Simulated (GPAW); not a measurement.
# Mo in GPAW: a series of runs

Aim: see how the results for Mo move with the level of theory and the settings. Levels: vdW-DF-cx, revPBE. Tasks: single point.

Everything below comes from runs of GPAW 26.7.0. Logs are shortened: lines on timing, memory, paths and dates and some standing lists are left out, and cuts for length are marked. The log counts tension as positive stress, the text compression.

## (1) The cell of the first run

The cell holds a slab with vacuum, 9 atoms: a = 2.721 Å, b = 4.443 Å, c = 25.262 Å, α = 90.00°, β = 90.00°, γ = 90.00°.

The slab is cut from a database's or a generator's crystal, which needn't be the stable form of the element.

## (2) Single point, vdW-DF-cx (the (2 1 1) slab of Mo, cut from the database cell, not relaxed)

Input file run.py:

```python
import numpy as np
from ase.dft.bandgap import bandgap
from ase.io import read, write
from gpaw import GPAW, PW

atoms = read('Mo.xyz')
atoms.pbc = (True, True, False)

calc = GPAW(mode=PW(450),
            xc={'name': 'vdW-DF-cx', 'backend': 'libvdwxc'},
            kpts={'size': (10, 6, 1), 'gamma': True},
            occupations={'name': 'fermi-dirac', 'width': 0.05},
            nbands=106,
            convergence={'density': 1e-05, 'energy': 1e-05},
            maxiter=150,
            poissonsolver={'dipolelayer': 'xy'},
            txt='gpaw.txt')
atoms.calc = calc
energy = atoms.get_potential_energy()
forces = atoms.get_forces()
calc.write('gs.gpw')
write('result.traj', atoms)
print(f'Energy: {energy:.6f} eV')
print('Forces (eV/A):')
print(forces.round(4))
print('Fermi level:', round(calc.get_fermi_level(), 4), 'eV')
print(f'Gap: {bandgap(calc)[0]:.4f} eV, direct: {bandgap(calc, direct=True)[0]:.4f} eV')

v = calc.get_electrostatic_potential().mean(axis=(0, 1))
z = np.arange(len(v)) * atoms.cell[2, 2] / len(v)
ef = calc.get_fermi_level()
np.savetxt('planar.dat', np.c_[z, v], fmt='%.4f')
below, above = np.interp([1.5, atoms.cell[2, 2] - 1.5], z, v) - ef
print(f'Work functions: bottom {below:.4f} eV, top {above:.4f} eV')
print('Dipole moment:', *calc.get_dipole_moment().round(5), 'e A')
```

Input file Mo.xyz:

```xyz
9
Lattice="2.7210518187 -0.0000000000 -0.0000000000 0.0000000000 4.4434590130 -0.0000000000 0.0000000000 0.0000000000 25.2617290291" Properties=species:S:1:pos:R:3 pbc="T T T"
Mo     0.9070172729      2.2217295065      7.5000000000
Mo     1.8140345458      0.0000000000      8.7827161286
Mo     0.0000000000      2.2217295065     10.0654322573
Mo     0.9070172729      0.0000000000     11.3481483859
Mo     1.8140345458      2.2217295065     12.6308645145
Mo     0.0000000000      0.0000000000     13.9135806432
Mo     0.9070172729      2.2217295065     15.1962967718
Mo     1.8140345458      0.0000000000     16.4790129005
Mo     0.0000000000      2.2217295065     17.7617290291
```

Potentials or basis: GPAW PAW data sets (gpaw-data 1.2.1), pw.

Command:

```bash
$ OMP_NUM_THREADS=1 python run.py
```

gpaw.txt:

```text
__  _  _
 | _ |_)|_||  |
 |__||  | ||/\| - 26.7.0

Input parameters:
  mode=PW(ecut=450.00000000000006),
  convergence={'density': 1e-05, 'energy': 1e-05},
  kpts=MonkhorstPack(size=(10, 6, 1), gamma=True),
  maxiter=150,
  nbands=106,
  occupations=Occupations(name='fermi-dirac', width=0.05),
  poissonsolver=PoissonSolver(dipolelayer='xy'),
  xc=XC(name='vdW-DF-cx', backend='libvdwxc')

Diagonalizing LCAO Hamiltonian
Converting LCAO to pw mode
    .------.
   /|      |
  / |      |
 *  |      |
 |  |      |
 |  |      |
 |  |      |
 |  |      |
 |  |      |
 |  |      |
 |  |      |
 | Mo      |
 |  |      |
 |  |      |
 |  |MMo   |
 |  |      |
 |  |      |
 Mo |  Mo  |
 |  |      |
 |  |      |
 | Mo      |
 |  |      |
 |  |      |
 |  |MMo   |
 |  |      |
 |  |      |
 |  |      |
 |  |      |
 |  |      |
 |  |      |
 |  |      |
 |  .------.
 | /      /
 |/      /
 *------*

Atoms  # Å, Bohr magnetons
|   | symbol |        x |        y |         z |    initial magnetic moments |
|---|--------|----------|----------|-----------|-----------------------------|
| 0 |     Mo | 0.907017 | 2.221730 |  7.500000 | ( 0.0000,  0.0000,  0.0000) |
| 1 |     Mo | 1.814035 | 0.000000 |  8.782716 | ( 0.0000,  0.0000,  0.0000) |
| 2 |     Mo | 0.000000 | 2.221730 | 10.065432 | ( 0.0000,  0.0000,  0.0000) |
| 3 |     Mo | 0.907017 | 0.000000 | 11.348148 | ( 0.0000,  0.0000,  0.0000) |
| 4 |     Mo | 1.814035 | 2.221730 | 12.630865 | ( 0.0000,  0.0000,  0.0000) |
| 5 |     Mo | 0.000000 | 0.000000 | 13.913581 | ( 0.0000,  0.0000,  0.0000) |
| 6 |     Mo | 0.907017 | 2.221730 | 15.196297 | ( 0.0000,  0.0000,  0.0000) |
| 7 |     Mo | 1.814035 | 0.000000 | 16.479013 | ( 0.0000,  0.0000,  0.0000) |
| 8 |     Mo | 0.000000 | 2.221730 | 17.761729 | ( 0.0000,  0.0000,  0.0000) |

Unit cell  # Å
| periodic |        x |         y |         z |   lengths |    angles |
|----------|----------|-----------|-----------|-----------|-----------|
|      yes | 2.721052 | -0.000000 | -0.000000 |  2.721052 | 90.000000 |
|      yes | 0.000000 |  4.443459 | -0.000000 |  4.443459 | 90.000000 |
|       no | 0.000000 |  0.000000 | 25.261729 | 25.261729 | 90.000000 |

Number of symmetries: 2
Symmetry operations  # r_c * U_cc + t_c -> r_c
|   | kind |            matrix            |
|---|------|------------------------------|
| 0 |  E   |  1, 0, 0,  0, 1, 0,  0, 0, 1 |
| 1 |  σ   |  1, 0, 0,  0,-1, 0,  0, 0, 1 |

BZ-sampling:
  Number of BZ points: 60
  Number of IBZ points: 24

  Monkhorst-Pack size: [10, 6, 1]
  Monkhorst-Pack shift: [0.05, 0.08333333333333333, 0.0]

K-points  # in reciprocal-cell coordinates
|     |                                coordinates |     weight |
|-----|--------------------------------------------|------------|
|   0 | (  0.00000000,   0.00000000,   0.00000000) | 0.01666667 |
|   1 | (  0.00000000,   0.16666667,   0.00000000) | 0.03333333 |
|   2 | (  0.00000000,   0.33333333,   0.00000000) | 0.03333333 |
|   3 | (  0.00000000,   0.50000000,   0.00000000) | 0.01666667 |
|   4 | (  0.10000000,   0.00000000,   0.00000000) | 0.03333333 |
|   5 | (  0.10000000,   0.16666667,   0.00000000) | 0.06666667 |
|   6 | (  0.10000000,   0.33333333,   0.00000000) | 0.06666667 |
|   7 | (  0.10000000,   0.50000000,   0.00000000) | 0.03333333 |
|   8 | (  0.20000000,   0.00000000,   0.00000000) | 0.03333333 |
|   9 | (  0.20000000,   0.16666667,   0.00000000) | 0.06666667 |
| ... |                                            |            |
|  23 | (  0.50000000,   0.50000000,   0.00000000) | 0.01666667 |

Plane wave coefficients: 6664
Cutoff: 450.00000000000006 eV

Spin-components: 1 (collinear spins)
Bands:           106
Projectors:      54
Spin-degeneracy: 2
Datatype:        complex128

Parallelization:
  kpt:    1
  domain: 1
  band:   1

Density:
  Valence electrons: 126.0
  Components: 1
  Grid points: [ 14  24 125]
  Charge: 0.0  # |e|

Potential:
  Grid points: [ 14  24 125]

species:
  Mo:
    name:    Molybdenum
    Z:       42.0
    valence: 14
    core:    28
    charge:  0.0  # [|e|]
    compensation charges:
      type: gauss
      rc: 0.38  # [Å]
      lmax: 2
    cutoffs:
      filter: 2.16  # [Å]
      core: 1.42  # [Å]
    projectors
    | kind |    occ | energy [eV] | rcut [Å] |
    |------|--------|-------------|----------|
    |   4s |  2.000 |     -64.307 |    1.238 |
    |   5s |  1.000 |      -4.084 |    1.238 |
    |   4p |  6.000 |     -38.491 |    1.296 |
    |   5p |  0.000 |      -1.044 |    1.296 |
    |   4d |  5.000 |      -3.754 |    1.296 |
    |    d |        |      23.458 |    1.296 |

    Using partial waves for Mo as LCAO basis

Reference energy: -991206.653684  # eV

eigensolver:
  PPCG
  Converge bands: occupied
  niter=2

density mixing:
  MSR1-Mixer
  Pratt-step length: 0.05
  Maximum mixing coefficient: 0.75
  Old densities: 10
  SVD Regularization: 0.005
  Good broyden scale: 1.0
  Trust region scale: 1.0
  Backstep threshold: 4.0
  History deletion threshold: 6.0
  Fourier metric: weight=20.0, sigma=0.015

occupation numbers:
  Fermi-Dirac:
    width: 0.0500  # eV

<gpaw.new.pw.poisson.DipoleLayerPWPoissonSolver object>
xc functional:
  name: vdW-DF-cx with libvdwxc
  Mode: serial
  Semilocal: GGA_X_LV_RPW86+LDA_C_PW with 2 nearest neighbor stencil
  Local blocksize: 28 x 48 x 250
  PAW datasets: PBE

convergence criteria:
- Maximum integral of absolute [dens]ity change: 1e-05 electrons / valence electron
- Maximum [total energy] change in last 3 cyles: 1e-05 eV / valence electron
- Maximum integral of absolute [eigenst]ate change: 4e-08 eV^2 / valence electron
maximum number of iterations: 150

SCF iterations
|iter     | |      energy | eigst |  dens |
|---------|-|-------------|-------|-------|
|iter:   1| |  241.835185 | +0.56 |       |
|iter:   2| |  243.357964 | -1.16 | -0.99 |
|iter:   3| |  150.885929 | -0.14 | -1.04 |
|iter:   4| |  230.255617 | -0.11 | -0.54 |
|iter:   5| |  204.199342 | -0.92 | -0.81 |
|iter:   6| |  243.366681 | -1.24 | -0.68 |
|iter:   7| |  248.525952 | -1.97 | -1.12 |
|iter:   8| |  248.574159 | -2.02 | -1.36 |
|iter:   9| |  249.499593 | -2.25 | -1.44 |
|iter:  10| |  249.685707 | -2.36 | -1.66 |
|iter:  11| |  249.516090 | -2.85 | -1.91 |
|iter:  12| |  249.632998 | -2.65 | -1.81 |
|iter:  13| |  249.717503 | -3.12 | -2.00 |
|iter:  14| |  249.723927 | -3.81 | -2.45 |
|iter:  15| |  249.723035 | -4.18 | -2.75 |
|iter:  16| |  249.722759c| -4.46 | -2.80 |
|iter:  17| |  249.723648c| -4.66 | -2.82 |
|iter:  18| |  249.723775c| -5.00 | -2.97 |
|iter:  19| |  249.725045 | -5.47 | -2.96 |
|iter:  20| |  249.724978 | -5.77 | -3.64 |
|iter:  21| |  249.724932c| -6.05 | -3.58 |
|iter:  22| |  249.725065c| -6.47 | -3.49 |
|iter:  23| |  249.725076c| -6.84 | -3.94 |
|iter:  24| |  249.725078c| -6.78 | -4.42 |
|iter:  25| |  249.725078c| -7.50c| -4.36 |
|iter:  26| |  249.725076c| -7.51c| -4.83 |
|iter:  27| |  249.725076c| -7.77c| -4.99 |
|iter:  28| |  249.725076c| -8.05c| -5.08c|

Converged in 28 steps
Energy contributions relative to reference atoms: (reference = -991206.653684)

Energy contributions:
  Kinetic:        -106.004299
  Coulomb:          57.339179
  Zero:             -2.675373
  External:          0.000000
  Xc:              301.094653
  Entropy:          -0.058167
  Spinorbit:         0.000000
  ----------------------------
  Free energy:     249.695993
  Extrapolated:    249.725076

dipole moment: (-30.523863, -66.408473, 0.000021)  # |e|*Ang

Fermi level: 3.939
Eigenvalues  # (at kpt = [0.000, 0.000, 0.000])
| band index |      eig [eV] | occ [0-2] |
|------------|---------------|-----------|
|          0 |       -57.335 |     2.000 |
|        ... |               |           |
|         56 |         2.248 |     2.000 |
|         57 |         2.450 |     2.000 |
|         58 |         2.476 |     2.000 |
|         59 |         2.480 |     2.000 |
|         60 |         2.814 |     2.000 |
|         61 |         2.878 |     2.000 |
[... 8 lines left out ...]
|         70 |         5.353 |     0.000 |
|         71 |         5.527 |     0.000 |
|        ... |               |           |
|        105 |        15.042 |     0.000 |

No gap
No difference between direct/indirect transitions
vacuum-level: 8.225  # V
Workfunctions: 4.286, 4.286 eV (top, bottom)

Forces  # eV/Ang
|        x |       y |        z |
|----------|---------|----------|
| -0.05488 | 0.00000 |  1.62011 |  # Mo   0
| -0.22829 | 0.00000 | -0.87028 |  # Mo   1
|  0.29810 | 0.00000 | -0.72107 |  # Mo   2
|  0.10133 | 0.00000 | -0.25087 |  # Mo   3
| -0.00001 | 0.00000 |  0.00006 |  # Mo   4
| -0.10128 | 0.00000 |  0.25074 |  # Mo   5
| -0.29817 | 0.00000 |  0.72095 |  # Mo   6
|  0.22834 | 0.00000 |  0.87014 |  # Mo   7
|  0.05491 | 0.00000 | -1.62027 |  # Mo   8

# Writing to gs.gpw (mode='')
```

It took 8.3 min on 1 thread of Intel Xeon 6975P-C (Granite Rapids), shared host; peak memory 0.6 GiB.

Results:

```
Free energy                     : 249.6960 eV
Largest force                   : 1.621 eV/Å
Band gap on the k mesh          : none (metal or under the smearing width)
Dipole across the slab          : 0.00 e·Å
Work function of the upper face : 4.29 eV
Work function of the lower face : 4.29 eV
```

Forces on the atoms (eV/Å):
```
Mo  -0.055  0.000  1.620
Mo  -0.228  0.000 -0.870
Mo   0.298  0.000 -0.721
Mo   0.101  0.000 -0.251
Mo   0.000  0.000  0.000
Mo  -0.101  0.000  0.251
Mo  -0.298  0.000  0.721
Mo   0.228  0.000  0.870
Mo   0.055  0.000 -1.620
```

Caveat: the PAW data sets were made with another functional, which shifts forces and pressure a little.

## (3) Single point, revPBE (the (2 1 1) slab of Mo, cut from the database cell, not relaxed)

run.py, as its differences from that of step 2:

```diff
@@ -9,3 +9,3 @@
 calc = GPAW(mode=PW(450),
-            xc={'name': 'vdW-DF-cx', 'backend': 'libvdwxc'},
+            xc='revPBE',
             kpts={'size': (10, 6, 1), 'gamma': True},
```

Mo.xyz is that of step 2.

Potentials or basis: the program's PAW data sets (release 1.2.1) made for this functional, pw.

Command:

```bash
$ OMP_NUM_THREADS=1 python run.py
```

gpaw.txt:

```text
__  _  _
 | _ |_)|_||  |
 |__||  | ||/\| - 26.7.0

Input parameters:
  mode=PW(ecut=450.00000000000006),
  convergence={'density': 1e-05, 'energy': 1e-05},
  kpts=MonkhorstPack(size=(10, 6, 1), gamma=True),
  maxiter=150,
  nbands=106,
  occupations=Occupations(name='fermi-dirac', width=0.05),
  poissonsolver=PoissonSolver(dipolelayer='xy'),
  xc=XC(name='revPBE')

Diagonalizing LCAO Hamiltonian
Converting LCAO to pw mode
    .------.
   /|      |
  / |      |
 *  |      |
 |  |      |
 |  |      |
 |  |      |
 |  |      |
 |  |      |
 |  |      |
 |  |      |
 | Mo      |
 |  |      |
 |  |      |
 |  |MMo   |
 |  |      |
 |  |      |
 Mo |  Mo  |
 |  |      |
 |  |      |
 | Mo      |
 |  |      |
 |  |      |
 |  |MMo   |
 |  |      |
 |  |      |
 |  |      |
 |  |      |
 |  |      |
 |  |      |
 |  |      |
 |  .------.
 | /      /
 |/      /
 *------*

Atoms  # Å, Bohr magnetons
|   | symbol |        x |        y |         z |    initial magnetic moments |
|---|--------|----------|----------|-----------|-----------------------------|
| 0 |     Mo | 0.907017 | 2.221730 |  7.500000 | ( 0.0000,  0.0000,  0.0000) |
| 1 |     Mo | 1.814035 | 0.000000 |  8.782716 | ( 0.0000,  0.0000,  0.0000) |
| 2 |     Mo | 0.000000 | 2.221730 | 10.065432 | ( 0.0000,  0.0000,  0.0000) |
| 3 |     Mo | 0.907017 | 0.000000 | 11.348148 | ( 0.0000,  0.0000,  0.0000) |
| 4 |     Mo | 1.814035 | 2.221730 | 12.630865 | ( 0.0000,  0.0000,  0.0000) |
| 5 |     Mo | 0.000000 | 0.000000 | 13.913581 | ( 0.0000,  0.0000,  0.0000) |
| 6 |     Mo | 0.907017 | 2.221730 | 15.196297 | ( 0.0000,  0.0000,  0.0000) |
| 7 |     Mo | 1.814035 | 0.000000 | 16.479013 | ( 0.0000,  0.0000,  0.0000) |
| 8 |     Mo | 0.000000 | 2.221730 | 17.761729 | ( 0.0000,  0.0000,  0.0000) |

Unit cell  # Å
| periodic |        x |         y |         z |   lengths |    angles |
|----------|----------|-----------|-----------|-----------|-----------|
|      yes | 2.721052 | -0.000000 | -0.000000 |  2.721052 | 90.000000 |
|      yes | 0.000000 |  4.443459 | -0.000000 |  4.443459 | 90.000000 |
|       no | 0.000000 |  0.000000 | 25.261729 | 25.261729 | 90.000000 |

Number of symmetries: 2
Symmetry operations  # r_c * U_cc + t_c -> r_c
|   | kind |            matrix            |
[... 83 lines left out ...]
density mixing:
  MSR1-Mixer
  Pratt-step length: 0.05
  Maximum mixing coefficient: 0.75
  Old densities: 10
  SVD Regularization: 0.005
  Good broyden scale: 1.0
  Trust region scale: 1.0
  Backstep threshold: 4.0
  History deletion threshold: 6.0
  Fourier metric: weight=20.0, sigma=0.015

occupation numbers:
  Fermi-Dirac:
    width: 0.0500  # eV

<gpaw.new.pw.poisson.DipoleLayerPWPoissonSolver object>
xc functional:
  name: revPBE with 2 nearest neighbor stencil

convergence criteria:
- Maximum integral of absolute [dens]ity change: 1e-05 electrons / valence electron
- Maximum [total energy] change in last 3 cyles: 1e-05 eV / valence electron
- Maximum integral of absolute [eigenst]ate change: 4e-08 eV^2 / valence electron
maximum number of iterations: 150

SCF iterations
|iter     | |      energy | eigst |  dens |
|---------|-|-------------|-------|-------|
|iter:   1| | -100.622977 | +0.59 |       |
|iter:   2| |  -99.109564 | -1.12 | -0.99 |
|iter:   3| | -214.069570 | -0.05 | -1.03 |
|iter:   4| | -365.606514 | +0.80 | -0.51 |
|iter:   5| |  -99.107894 | +0.08 | -0.36 |
|iter:   6| | -148.176594 | -0.81 | -1.09 |
|iter:   7| |  -96.221246 | -1.29 | -0.63 |
|iter:   8| | -105.591736 | -1.38 | -1.22 |
|iter:   9| |  -93.908145 | -1.94 | -0.94 |
|iter:  10| |  -94.758542 | -2.16 | -1.43 |
|iter:  11| |  -93.177786 | -2.67 | -1.35 |
|iter:  12| |  -92.917303 | -2.63 | -1.61 |
|iter:  13| |  -93.198618 | -2.38 | -1.73 |
|iter:  14| |  -92.947437 | -2.82 | -1.64 |
|iter:  15| |  -93.089534 | -2.82 | -1.78 |
|iter:  16| |  -92.882829 | -2.69 | -1.71 |
|iter:  17| |  -92.719152 | -2.94 | -1.89 |
|iter:  18| |  -92.727061 | -3.57 | -2.35 |
|iter:  19| |  -92.712414 | -3.53 | -2.40 |
|iter:  20| |  -92.708541 | -4.16 | -2.67 |
|iter:  21| |  -92.707627 | -4.93 | -2.95 |
|iter:  22| |  -92.707928c| -5.30 | -3.36 |
|iter:  23| |  -92.707649c| -5.51 | -3.22 |
|iter:  24| |  -92.707596c| -6.05 | -3.54 |
|iter:  25| |  -92.707692c| -6.36 | -3.70 |
|iter:  26| |  -92.707555c| -6.72 | -3.51 |
|iter:  27| |  -92.707587c| -6.99 | -4.10 |
|iter:  28| |  -92.707559c| -7.15 | -3.98 |
|iter:  29| |  -92.707560c| -7.89c| -4.43 |
|iter:  30| |  -92.707561c| -7.91c| -4.76 |
|iter:  31| |  -92.707562c| -8.26c| -4.94 |
|iter:  32| |  -92.707562c| -8.26c| -5.15c|

Converged in 32 steps
Energy contributions relative to reference atoms: (reference = -991255.598287)

Energy contributions:
  Kinetic:        -131.785200
  Coulomb:          81.016841
  Zero:             -2.695187
  External:          0.000000
  Xc:              -39.215249
  Entropy:          -0.057533
  Spinorbit:         0.000000
  ----------------------------
  Free energy:     -92.736328
  Extrapolated:    -92.707562

dipole moment: (-30.552784, -66.469193, 0.000037)  # |e|*Ang

Fermi level: 4.176
Eigenvalues  # (at kpt = [0.000, 0.000, 0.000])
| band index |      eig [eV] | occ [0-2] |
|------------|---------------|-----------|
|          0 |       -57.186 |     2.000 |
|        ... |               |           |
|         56 |         2.485 |     2.000 |
|         57 |         2.687 |     2.000 |
|         58 |         2.710 |     2.000 |
|         59 |         2.717 |     2.000 |
|         60 |         3.043 |     2.000 |
|         61 |         3.118 |     2.000 |
[... 8 lines left out ...]
|         70 |         5.602 |     0.000 |
|         71 |         5.781 |     0.000 |
|        ... |               |           |
|        105 |        15.649 |     0.000 |

No gap
No difference between direct/indirect transitions
vacuum-level: 8.127  # V
Workfunctions: 3.951, 3.951 eV (top, bottom)

Forces  # eV/Ang
|        x |       y |        z |
|----------|---------|----------|
| -0.07121 | 0.00000 |  1.33393 |  # Mo   0
| -0.21423 | 0.00000 | -0.99794 |  # Mo   1
|  0.30163 | 0.00000 | -0.74729 |  # Mo   2
|  0.09917 | 0.00000 | -0.26724 |  # Mo   3
|  0.00000 | 0.00000 | -0.00045 |  # Mo   4
| -0.09914 | 0.00000 |  0.26651 |  # Mo   5
| -0.30180 | 0.00000 |  0.74743 |  # Mo   6
|  0.21431 | 0.00000 |  0.99810 |  # Mo   7
|  0.07129 | 0.00000 | -1.33450 |  # Mo   8

# Writing to gs.gpw (mode='')
```

stdout:

```text
Energy: -92.707562 eV
Forces (eV/A):
[[-7.1200e-02  0.0000e+00  1.3339e+00]
 [-2.1420e-01  0.0000e+00 -9.9790e-01]
 [ 3.0160e-01  0.0000e+00 -7.4730e-01]
 [ 9.9200e-02  0.0000e+00 -2.6720e-01]
 [ 0.0000e+00  0.0000e+00 -5.0000e-04]
 [-9.9100e-02  0.0000e+00  2.6650e-01]
 [-3.0180e-01  0.0000e+00  7.4740e-01]
 [ 2.1430e-01  0.0000e+00  9.9810e-01]
 [ 7.1300e-02  0.0000e+00 -1.3345e+00]]
Fermi level: 4.1756 eV
Gap: 0.0000 eV, direct: 0.0000 eV
Work functions: bottom 3.9513 eV, top 3.9512 eV
Dipole moment: -30.55278 -66.46919 4e-05 e A
```

planar.dat:

```text
0.0000 8.1270
0.1010 8.1270
0.2021 8.1270
0.3031 8.1270
0.4042 8.1270
0.5052 8.1270
[... 242 lines left out ...]
25.0596 8.1269
25.1607 8.1269
```

Run time: 8.9 min. Hardware: 1 thread of Intel Xeon 6975P-C (Granite Rapids), shared host; peak memory 0.54 GiB.

Results:

| Quantity | Value |
| --- | --- |
| Free energy | -92.7363 eV |
| Largest force | 1.336 eV/Å |
| Band gap on the k mesh | none (metal or under the smearing width) |
| Dipole across the slab | 0.00 e·Å |
| Work function of the upper face | 3.95 eV |
| Work function of the lower face | 3.95 eV |

Forces on the atoms (eV/Å):
```
Mo  -0.071  0.000  1.334
Mo  -0.214  0.000 -0.998
Mo   0.302  0.000 -0.747
Mo   0.099  0.000 -0.267
Mo   0.000  0.000  0.000
Mo  -0.099  0.000  0.267
Mo  -0.302  0.000  0.747
Mo   0.214  0.000  0.998
Mo   0.071  0.000 -1.335
```
